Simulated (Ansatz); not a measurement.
I need a comparison of magnetic orders of NiPt3, space group Pm-3m. Use Ansatz 0.2.0 through its Python package. Level of theory (first run): PBEsol, PAW, cutoff 435 eV, 6×3×6 k-points, Fermi-Dirac smearing of 0.05 eV, collinear spin.

```
Ni Pt
1.0
     3.85504    0.00000    0.00000
     0.00000    3.85504    0.00000
     0.00000    0.00000    3.85504
Ni Pt
1 3
Cartesian
  0.0000 0.0000 0.0000
  0.0000 1.9275 1.9275
  1.9275 0.0000 1.9275
  1.9275 1.9275 0.0000
```

`nipt3_orders.py`
```python
'''Magnetic orders of NiPt3 compared.'''

import warnings

import ansatz as az
import numpy as np


def count_gap(report):
    # lowest empty less highest filled band, counting bands; zero where they overlap
    return max(report.get('gap_by_band_count_ev') or 0.0, 0.0)

CELL = [
    (3.85504, 0.0, 0.0),
    (0.0, 7.71007, 0.0),
    (0.0, 0.0, 3.85504),
]
ATOMS = [
    ('Ni', (0.0, 0.0, 0.0)),
    ('Pt', (0.0, 0.25, 0.5)),
    ('Pt', (0.5, 0.0, 0.5)),
    ('Pt', (0.5, 0.25, 0.0)),
    ('Ni', (0.0, 0.5, 0.0)),
    ('Pt', (0.0, 0.75, 0.5)),
    ('Pt', (0.5, 0.5, 0.5)),
    ('Pt', (0.5, 0.75, 0.0)),
]


def ordered(moments):
    crystal = az.Crystal(lattice=az.Lattice.of(CELL))
    for (symbol, position), moment in zip(ATOMS, moments):
        crystal = crystal.atom(symbol, position, moment=moment or None)
    return crystal

warnings.simplefilter('ignore', az.DeckWarning)

# starting moments in muB, one an atom
orders = {
    'FM': [1.2, 0, 0, 0, 1.2, 0, 0, 0],
    'AFM': [1.2, 0, 0, 0, -1.2, 0, 0, 0],
}

rows = []
for label, moments in orders.items():
    base = (
        ordered(moments).calculation()
        .functional('pbesol')
        .basis(16 * az.Ha)
        .kpoints(6, 3, 6, center='gamma')
        .occupations('fermi_dirac', width=0.05)
        .spin('collinear')
        .band_table()
    )
    report = base.run(threads=1).report
    rows.append((label, report['free_energy_ev'], report['magnetization_mub'], report['absolute_magnetization_mub'], max(abs(m) for m in report['site_moments_mub']), count_gap(report)))
    print(label, 'site moments:', [round(m, 2) for m in report['site_moments_mub']])

lowest = min(row[1] for row in rows)
rows = [(row[0], 1000 * (row[1] - lowest) / 2, *row[2:]) for row in sorted(rows, key=lambda row: row[1])]
for row in rows:
    print('; '.join(f'{name} = {round(v, 4) if isinstance(v, float) else v}' for name, v in zip(['order', 'meV/magnetic atom', 'net muB', 'absolute muB', 'largest site muB', 'gap by band count eV'], row)))
print('lowest of these starts:', rows[0][0])
```

`python nipt3_orders.py` gives:
```text
FM site moments: [0.6, 0.13, 0.13, 0.13, 0.6, 0.13, 0.13, 0.13]
RunWarning: a lower state was found: an SCF along what the orbitals of the run's state read of its open shells (or to have them read: on a GPU, or by another smearing), with the run's symmetry operations kept and the antiferromagnet's anti-translation given up, reached one 0.0336 eV below the state on which the run stood (F = -85913.277138 eV), and the run does not take it: moments that the deck types opposite to one another are not so in it
RunWarning: the starting moments were not kept: 1 of 2 ended reversed and 1 kept their direction, counting a site from 0.1 of the cell's largest site moment. The largest reversed, site 4 (counted from 0, in the order of the report's site_moments_mub), started with -1.2 μB and closes at +6.0e-1 μB in its sphere. The starting moments cancel, and the net magnetisation is 2.0e0 μB in size, over 0.1 of its absolute magnetisation of 2.0e0 μB. The SCF closed on another magnetic arrangement than the [...]
AFM site moments: [0.6, 0.13, 0.13, 0.13, 0.6, 0.13, 0.13, 0.13]
order = FM; meV/magnetic atom = 0.0; net muB = 1.9163; absolute muB = 2.053; largest site muB = 0.6043; gap by band count eV = 0.0
order = AFM; meV/magnetic atom = 0.0; net muB = 1.9164; absolute muB = 2.053; largest site muB = 0.6043; gap by band count eV = 0.0
lowest of these starts: FM
```
(Warnings from the package without file and line, shortened.)

Reading the output:
- The SCF didn't keep the moments it started from (some shrank, vanished or turned); what is printed is the state reached.
- The mesh is modest for a metal, so energies can be off by several to tens of meV an atom and pressures by half a GPa or more; differences at equal mesh fare better.
- A gap by band count of zero or less means overlapping bands, a metal.
- This cell is a computed structure, which may not be the phase found in nature.
- Gaps and levels are Kohn-Sham values on a finite set of k-points, without spin-orbit coupling.
- Each row is the state reached from that start at the given structure, not necessarily the lowest of its order; other orders weren't tried.
- The script silences the warnings on its input, which a real study should read.
- Run time: 11 min on 1 thread of Arm Neoverse V2 (shared host), peak memory 1.6 GiB.
